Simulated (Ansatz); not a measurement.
# InAg3: the cost of one run

Computed with Ansatz 0.2.0 (DFT PBEsol, scalar-relativistic, unless a step's input says otherwise).

## (1) The system as given

Symmetry: Pm-3m, No. 221, cubic system. The conventional cell has a = 4.144 Å, b = 4.144 Å, c = 4.144 Å, α = 90.00°, β = 90.00°, γ = 90.00°. In (site symmetry m-3m) has 12 Ag at 2.93 Å as nearest neighbours. Ag (site symmetry 4/mmm) is surrounded by 4 In at 2.93 Å and 8 Ag at 2.93 Å.

Coordinates:

```
CELL_PARAMETERS angstrom
4.14400 0.00000 0.00000
0.00000 4.14400 0.00000
0.00000 0.00000 4.14400
ATOMIC_POSITIONS crystal
In 0.00000 0.00000 0.00000
Ag 0.00000 0.50000 0.50000
Ag 0.50000 0.00000 0.50000
Ag 0.50000 0.50000 0.00000
```

Atoms are numbered in the order of the input: In1, Ag2, Ag3, Ag4.

## (2) Volume × 0.94, LAPW

input.yaml

```yaml
crystal:
  lattice:
    - [4.0594048345, 0.0, 0.0]
    - [0.0, 4.0594048345, 0.0]
    - [0.0, 0.0, 4.0594048345]
  atoms:
    - { symbol: In, position: [0.0, 0.0, 0.0] }
    - { symbol: Ag, position: [0.0, 0.5, 0.5] }
    - { symbol: Ag, position: [0.5, 0.0, 0.5] }
    - { symbol: Ag, position: [0.5, 0.5, 0.0] }
kpoints:
  mp_grid: { grid: [9, 9, 9] }
  band_path:
    path:
      - [0.0, 0.0, 0.0]
      - [0.0, 0.5, 0.0]
      - [0.5, 0.5, 0.0]
      - [0.0, 0.0, 0.0]
      - [0.5, 0.5, 0.5]
      - [0.0, 0.5, 0.0]
      - [0.5, 0.5, 0.5]
      - [0.5, 0.5, 0.0]
    npoints: 5
scf:
  occupations: { method: fermi_dirac, width: 0.05 }
hamiltonian:
  xc: pbesol
  pseudopotentials: { kind: all_electron, lapw: { basis_error: 0.0005 } }
output:
  forces: true
  stress: true
  eigenvalues: true
```

Started as:

```bash
> ansatz run input.yaml --threads 1 --pin off --max-ram 4096MiB --backend cpu --events-out ev --progress --plain --runs-dir out
```

**Question.** How long does this run take on 1 thread of Arm Neoverse V2, shared host, and how much memory does it need?

About 52 s, with a peak of 0.54 GiB.
